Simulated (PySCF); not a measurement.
# C₂H₁₁NOSi₃: magnetic properties

Aim: compute the magnetic properties of C₂H₁₁NOSi₃ (`CC(=O)N[SiH2][SiH2][SiH3]`).

Computed with PySCF 2.14.0 and routines of our own; the level stands in each step. Atoms count from 0.

## Step 1: The system as given

18 atoms, charge 0, multiplicity 1; geometry from: GFN2-xTB.

## Step 2: Magnetic properties: GIAO HF/pcSseg-1

Job settings and geometry (Å):

```
{"job": {"kind": "mag", "xc": "HF", "basis": "pcSseg-1", "isotopologues": 2}, "charge": 0, "multiplicity": 1}
C     -2.602817     0.949841     0.180165
C     -1.319867     0.247361    -0.201697
O     -0.491396     0.784893    -0.923413
N     -1.147935    -0.992495     0.269538
Si     0.290871    -1.966702    -0.112735
Si     1.614537    -0.573012    -1.396503
Si     2.365413     1.377006    -0.411878
H     -3.396896     0.622744    -0.489880
H     -2.889470     0.715461     1.202372
H     -2.473911     2.022456     0.065705
H     -1.891735    -1.356059     0.843209
H      0.741333    -2.342512     1.239013
H     -0.348340    -3.186460    -0.636885
H      2.799654    -1.431602    -1.702155
H      1.031022    -0.402884    -2.733983
H      3.815121     1.340427    -0.164631
H      2.135769     2.581683    -1.208143
H      1.759885     1.616171     0.905486
```

With the program's defaults for keys left out, this is: GIAO HF/pcSseg-1 magnetisability, rotational g tensor and spin-rotation constants, non-relativistic, gas phase.

Command:

```
$ OMP_NUM_THREADS=1 python excited_run.py task.json out
```

One launch serves the whole session: the jobs run in the order shown.

Standard output:

```text
final grid: 139488 points
cycle   1  E = -1078.0330833228  dE =  9.184e-01  |g| = 7.754e-01  |ddm| = 3.635e+00
cycle   2  E = -1078.1387560660  dE = -1.057e-01  |g| = 5.595e-01  |ddm| = 1.031e+00
cycle   3  E = -1078.1954886422  dE = -5.673e-02  |g| = 9.002e-02  |ddm| = 4.795e-01
cycle   4  E = -1078.1986279428  dE = -3.139e-03  |g| = 2.554e-02  |ddm| = 1.406e-01
cycle   5  E = -1078.1988624480  dE = -2.345e-04  |g| = 6.991e-03  |ddm| = 4.278e-02
cycle   6  E = -1078.1988924372  dE = -2.999e-05  |g| = 3.144e-03  |ddm| = 1.579e-02
cycle   7  E = -1078.1988981931  dE = -5.756e-06  |g| = 1.159e-03  |ddm| = 7.362e-03
cycle   8  E = -1078.1988991995  dE = -1.006e-06  |g| = 4.167e-04  |ddm| = 3.147e-03
cycle   9  E = -1078.1988993352  dE = -1.357e-07  |g| = 1.270e-04  |ddm| = 1.054e-03
cycle  10  E = -1078.1988993475  dE = -1.230e-08  |g| = 3.038e-05  |ddm| = 3.600e-04
cycle  11  E = -1078.1988993481  dE = -6.589e-10  |g| = 6.518e-06  |ddm| = 9.305e-05
converged SCF energy = -1078.1988993481

Magnetisability tensor (1e-30 J/T^2)
    -1530.37       95.82      -41.73
       95.82    -1473.67      -79.03
      -41.73      -79.03    -1458.28
isotropic -1487.44   principal values   -1603.74  -1521.29  -1337.29
isotropic susceptibility -89.576 1e-6 cm^3/mol

Inertial axes            a          b          c
rot. const./GHz      1.8285     1.0760     0.7673
chi total           -88.392    -91.175    -89.160
chi diamagnetic    -820.116  -1280.890  -1728.519
chi paramagnetic    731.723   1189.715   1639.359
quadrupole/D A        8.881     -3.894     -4.987
g nuclear            0.5951     0.5869     0.5802
g electronic        -0.6286    -0.6014    -0.5910
g total             -0.0334    -0.0145    -0.0108

Spin-rotation constants (kHz, H = +C I.J)
atom  isotope        aa         bb         cc
  3    14N        0.208      0.052      0.044
  7     1H       -0.093     -0.120     -0.027
  8     1H       -0.137     -0.126     -0.012
  9     1H       -0.188      0.028     -0.091
 10     1H        0.059     -0.122     -0.082
 11     1H       -0.167     -0.090      0.024
 12     1H       -0.108     -0.016     -0.053
 13     1H       -0.052     -0.035     -0.075
 14     1H       -0.163     -0.105      0.027
 15     1H        0.025     -0.098     -0.061
 16     1H       -0.172     -0.000     -0.046
 17     1H       -0.106     -0.092     -0.015
  0    13C*       0.245      0.136      0.126
  1    13C*       0.783      0.518      0.190
  2    17O*      -0.802     -0.521     -0.123
  4   29Si*      -0.903     -0.571     -0.413
  5   29Si*      -0.826     -0.469     -0.327
  6   29Si*      -0.850     -0.502     -0.355
* in the singly substituted isotopologue

Isotopologues: g along a, b, c
2H    at 7,8,9,10,11,12    -0.0282    -0.0125    -0.0094
13C   at 0                 -0.0329    -0.0144    -0.0107
```

It took 39 s on 1 thread of Arm Neoverse N1, shared host; peak memory 0.84 GiB.

From this job:

```csv
quantity,value
magnetisability,-1487·10⁻³⁰ J/T²
molar susceptibility,-89.6·10⁻⁶ cm³/mol
"rotational g (a, b, c)","-0.0334, -0.0145, -0.0108"
```

## Step 3: Magnetic properties: GIAO wB97X/pcSseg-0 in chloroform

The job, as its differences from that of step 2:

```diff
@@ -1,2 +1,2 @@
-{"job": {"kind": "mag", "xc": "HF", "basis": "pcSseg-1", "isotopologues": 2}, "charge": 0, "multiplicity": 1}
+{"job": {"kind": "mag", "xc": "wB97X", "basis": "pcSseg-0", "solvent": "chloroform"}, "charge": 0, "multiplicity": 1}
 C     -2.602817     0.949841     0.180165
```

Method: GIAO wB97X/pcSseg-0 magnetisability, non-relativistic, IEF-PCM chloroform.

Standard output:

```text
coarse grid: 16016 points
cycle   1  E = -1079.4667885634  dE =  7.494e-01  |g| = 8.077e-01  |ddm| = 4.074e+00
cycle   2  E = -1079.4088357838  dE =  5.795e-02  |g| = 1.070e+00  |ddm| = 2.307e+00
cycle   3  E = -1079.6081525743  dE = -1.993e-01  |g| = 8.430e-02  |ddm| = 1.369e+00
cycle   4  E = -1079.6095324086  dE = -1.380e-03  |g| = 4.442e-02  |ddm| = 1.201e-01
cycle   5  E = -1079.6099496575  dE = -4.172e-04  |g| = 7.220e-03  |ddm| = 5.094e-02
cycle   6  E = -1079.6099668345  dE = -1.718e-05  |g| = 1.833e-03  |ddm| = 1.700e-02
cycle   7  E = -1079.6099686855  dE = -1.851e-06  |g| = 6.846e-04  |ddm| = 6.703e-03
final grid: 139488 points
cycle   8  E = -1079.7162855348  dE = -3.104e-05  |g| = 5.870e-03  |ddm| = 2.268e-02
cycle   9  E = -1079.7162850746  dE =  4.601e-07  |g| = 6.487e-03  |ddm| = 1.300e-02
cycle  10  E = -1079.7162921120  dE = -7.037e-06  |g| = 7.275e-04  |ddm| = 6.652e-03
cycle  11  E = -1079.7162922257  dE = -1.137e-07  |g| = 2.837e-04  |ddm| = 1.184e-03
cycle  12  E = -1079.7162922520  dE = -2.628e-08  |g| = 7.591e-05  |ddm| = 6.246e-04
cycle  13  E = -1079.7162922538  dE = -1.820e-09  |g| = 1.974e-05  |ddm| = 1.681e-04
cycle  14  E = -1079.7162922541  dE = -2.633e-10  |g| = 4.605e-06  |ddm| = 8.982e-05
converged SCF energy = -1079.7162922541

Magnetisability tensor (1e-30 J/T^2)
    -1773.41      113.19      -39.22
      113.19    -1689.71     -101.00
      -39.22     -101.00    -1645.24
isotropic -1702.79   principal values   -1856.17  -1731.65  -1520.55
isotropic susceptibility -102.544 1e-6 cm^3/mol

Inertial axes            a          b          c
rot. const./GHz      1.8285     1.0760     0.7673
chi total          -102.405   -104.691   -100.537
chi diamagnetic    -821.199  -1281.994  -1729.313
chi paramagnetic    718.794   1177.303   1628.776
quadrupole/D A        9.033     -3.707     -5.326
```

Wall time 39 s (1 thread of Arm Neoverse N1, shared host); peak memory 0.64 GiB.

Key values:

```csv
quantity,value
magnetisability,-1703·10⁻³⁰ J/T²
molar susceptibility,-102.5·10⁻⁶ cm³/mol
```

## Step 4: Results

| quantity | value |
| --- | --- |
| magnetisability (step 2, GIAO HF/pcSseg-1) | -1487·10⁻³⁰ J/T² |
| molar susceptibility (step 2, GIAO HF/pcSseg-1) | -89.6·10⁻⁶ cm³/mol |
| rotational g (a, b, c) (step 2, GIAO HF/pcSseg-1) | -0.0334, -0.0145, -0.0108 |

**Reading.** The values above hold for this geometry and these levels alone. Vibrational averaging and real surroundings are missing from these values.
